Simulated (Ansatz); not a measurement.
# Ag: squeezing one contact

The task here is to estimate one member of a computed series from the others.

Program: Ansatz 0.2.0. Level of theory: DFT PBEsol, with the methods named in each step. These are calculated values, not measurements.

2 further runs of the same task are left out: 2 that didn't finish.

## The structure to begin with

It takes space group P6_3/mmc (No. 194, hexagonal). Conventional cell: a = 2.922 Å, b = 2.922 Å, c = 4.702 Å, α = 90.00°, β = 90.00°, γ = 120.00°. Ag (site symmetry -6m2) is surrounded by 12 Ag at 2.89 to 2.92 Å.

Structure file:

```xyz
2
Lattice="2.9223 0.0000 0.0000 -1.4611 2.5308 0.0000 0.0000 0.0000 4.7017" Properties=species:S:1:pos:R:3 pbc="T T T"
Ag    0.0000    1.6872    1.1754
Ag    1.4611    0.8436    3.5262
```

Atoms are numbered in the order of the input: Ag1, Ag2.

Set-up of the first run:

Input file input.yaml:

```yaml
crystal:
  lattice:
    - [2.9222991408, 0.0, 0.0]
    - [-1.4611495704, 2.5307852934, 0.0]
    - [0.0, 0.0, 4.70166181]
  atoms:
    - { symbol: Ag, position: [0.3333333333, 0.6666666667, 0.25] }
    - { symbol: Ag, position: [0.6666666667, 0.3333333333, 0.75] }
kpoints:
  mp_grid: { grid: [12, 12, 7] }
scf:
  occupations: { method: fermi_dirac, width: 0.05 }
hamiltonian:
  xc: pbesol
  pseudopotentials: { kind: all_electron, lapw: { basis_error: 0.001 } }
output:
  forces: true
  stress: true
  eigenvalues: true
  populations: true
```

Started as:

```sh
> ansatz run input.yaml --threads 1 --pin off --max-ram 2048MiB --backend cpu --events-out ev --progress --plain --runs-dir out
```

Steps of the session up to this table: The bond as given, LAPW; Shortest bond scaled by 1, crystal datasets; Shortest bond scaled by 0.94, LAPW; Shortest bond scaled by 0.76, LAPW; Shortest bond scaled by 0.7, LAPW.

One table of the session follows, with a row left open; its other results are not shown here.

```
             method  length (Å)  F from the given length (eV/cell)  force along the bond (eV/Å)  pressure (GPa)  largest force (eV/Å)
               LAPW       2.026                              3.579                       15.246           50.30                15.382
               LAPW       2.199                              1.674                        7.579           24.91                 7.741
               LAPW       2.720                                  ?                            ?               ?                     ?
               LAPW       2.894                              0.000                        0.000           -4.08                 0.000
                PAW       1.678                             14.977                       60.569          167.20                60.640
                PAW       2.026                              3.577                       15.252           50.33                15.388
                PAW       2.199                              1.672                        7.573           24.90                 7.735
                PAW       2.720                              0.060                        0.714           -2.73                 0.795
                PAW       2.894                              0.000                        0.000           -4.06                 0.000
PAW (source ansatz)       1.678                                  –                       60.632          167.39                60.703
   crystal datasets       2.894                                  –                        0.000           -4.08                 0.000
```

Q: Estimate the row for LAPW, 2.720 from the others.

**Answer.** F from the given length (eV/cell): 0.060; force along the bond (eV/Å): 0.714; pressure (GPa): -2.75; largest force (eV/Å): 0.795.

Limits of these values: Warnings in the runs' records: gradients without spin orbit, crystal datasets made.
